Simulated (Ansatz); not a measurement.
Run this with Ansatz's Python interface and show what comes out.

Input file `POSCAR_sr3nbo6`:
```text
Sr3NbO6
1.0
   0.00000000    4.36131100    4.36131100
   4.36131100    0.00000000    4.36131100
   4.36131100    4.36131100    0.00000000
Sr Nb O
3 1 6
Direct
   0.25000000    0.25000000    0.25000000
   0.75000000    0.75000000    0.75000000
   0.50000000    0.50000000    0.50000000
   0.00000000    0.00000000    0.00000000
   0.77071700    0.22928300    0.22928300
   0.22928300    0.77071700    0.77071700
   0.22928300    0.77071700    0.22928300
   0.77071700    0.22928300    0.77071700
   0.22928300    0.22928300    0.77071700
   0.77071700    0.77071700    0.22928300
```

Script `sr3nbo6_pdos.py`:
```python
'''Which atoms and shells make the states of Sr3NbO6.'''

import warnings

import ansatz as az
from ase.io import read
import numpy as np

warnings.simplefilter('ignore', az.DeckWarning)

atoms = read('POSCAR_sr3nbo6', format='vasp')
xtal = az.Crystal.from_ase(atoms)

base = (
    xtal.calculation()
    .functional(az.Functional.PBE)
    .basis(450)
    .kpoints(4, 4, 4, center='gamma')
    .occupations(az.OccupationsMethod.COLD)
    .scf(extra_bands=26)
    .density_of_states(projected=True, energy_step=0.1)
)
session = base.session()
planned = session.plan(threads=1)
done = planned.execute()
data = done.report

dos = done.density_of_states()
energy = np.asarray(dos.energies_ev) - dos.fermi_ev
curves = {}
for site in done.projected_density_of_states().sites:
    for shell in site.shells:
        weight = sum(np.sum(curve.g_bin_mean_per_ev, axis=0) for curve in shell.curves)
        name = f'{site.species} {shell.label}'
        curves[name] = curves.get(name, 0) + weight

step = energy[1] - energy[0]
windows = [(-6, -3), (-3, 0), (0, 4)]
print('states by shell in windows of E - E_F (eV):', windows)
for name, g in curves.items():
    print(f'{name:8s}', ' '.join(f'{step * g[(energy >= a) & (energy < b)].sum():8.3f}' for a, b in windows))
filled = (energy < 0) & (energy > -6)
for name, g in curves.items():
    if g[filled].sum() * step > 0.5:
        print(f'centre of {name}: {np.average(energy[filled], weights=g[filled]):.2f} eV')
```

```console
$ python sr3nbo6_pdos.py
states by shell in windows of E - E_F (eV): [(-6, -3), (-3, 0), (0, 4)]
Sr 4S       0.013    0.022    0.006
Sr 5S       0.204    0.376    0.166
Sr 4P       0.034    0.270    0.002
Nb 4S       0.001    0.035    0.000
Nb 5S       0.005    0.105    0.001
Nb 4P       0.001    0.116    0.000
Nb 4D       1.219    1.400    0.882
O 2S        0.069    0.214    0.005
O 2P        3.484   27.157    0.639
centre of Sr 5S: -2.11 eV
centre of Nb 4D: -2.90 eV
centre of O 2P: -1.40 eV
```

What to keep in mind:
- The cell holds an odd number of electrons and is run without spin, so a magnetic state may lie lower.
- The mesh is modest for a metal, so energies can be off by several to tens of meV an atom and pressures by half a GPa or more; differences at equal mesh fare better.
- The empty d shell of the heavier alkali and alkaline-earth atoms, which makes much of a conduction band, may have no channel.
- This cell is a computed structure, which may not be the phase found in nature.
- Curves are summed over the cell's atoms. Only shells that the potentials hold have channels, so projections don't add up to the total, least of all where a shell is missing (p of most metals); heights and places of peaks move with the mesh.
- The density of states is complete only as far up as bands were computed.
- A band centre counts only the states inside the window taken.
- Timing: 5.7 s on 1 thread of Arm Neoverse V2, on a shared host, peak memory 0.54 GiB.
